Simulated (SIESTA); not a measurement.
Crystal: NiMoIrPdW.

```
Ni Mo Pd Ir W
1.0
     4.11705    0.00000    0.00000
    -2.05853    3.56547    0.00000
     0.00000    0.00000    5.44580
Ni Mo Pd Ir W
1 1 1 1 1
Direct
  0.00000 0.00000 0.95775
  0.66667 0.33333 0.96161
  0.66667 0.33333 0.46295
  0.33333 0.66667 0.72572
  0.33333 0.66667 0.23642
```

The cell was built by a generator and needn't be a form met in nature.

```yaml
Program: SIESTA 5.4.2
Task: single point
Functional: PBE
Potentials_or_basis: PseudoDojo 0.4 standard (PBE files)
Basis: DZP (energy shift 0.003 Ry; two zetas on semicore shells)
Grid_cutoff: 800 Ry
Energy_shift: 0.003 Ry
k_mesh: 8 × 8 × 5
Occupations: fermi-dirac, width 0.05 eV
Spin: collinear spin, ferromagnetic start
Starting_moments: "[1.0, 1.0, 0.0, 0.6, 0.0] μB"
```

On this cell: pressure 2.7 GPa; largest force 0.133 eV/Å; net moment 0.00 μB per cell; band gap on the k mesh none (metal or under the smearing width).

The same run follows on a disturbed copy (atoms moved at random, drawn with an rms of 0.05 Å):

```xyz
5
Lattice="4.1170 0.0000 0.0000 -2.0585 3.5655 0.0000 0.0000 0.0000 5.4458" Properties=species:S:1:pos:R:3 pbc="T T T"
Ni   -0.0218   -0.0171    5.2110
Mo    2.1069    1.1962    5.2131
Pd    2.0648    1.2021    2.5431
Ir   -0.0004    2.4088    3.9329
W     0.0053    2.3580    1.2858
```

**Question.** What does the disturbed cell give?

**Answer.** The energy (extrapolated to zero smearing) moves by +11.6 meV/atom; pressure 2.9 GPa; largest force 1.225 eV/Å; net moment 0.00 μB per cell; band gap on the k mesh none (metal or under the smearing width).

Forces on the atoms (eV/Å):
```
Ni   0.905  0.377 -0.076
Mo  -1.018 -0.183  0.656
Pd  -0.116 -0.073 -0.447
Ir   0.155 -0.284  0.144
W    0.075  0.166 -0.269
```

Stress tensor (GPa, compression positive):
```
 2.43 -1.06 -0.27
-1.06  2.87 -0.05
-0.27 -0.05  3.47
```

Caveats: short orbitals over semicore shells can move pressures by several GPa; the valence orbitals were made in a potential fitted to the semicore shell under them, which widens gaps by tenths of an eV or more; the basis of atomic orbitals isn't converged, which shifts pressures, moduli and gaps.
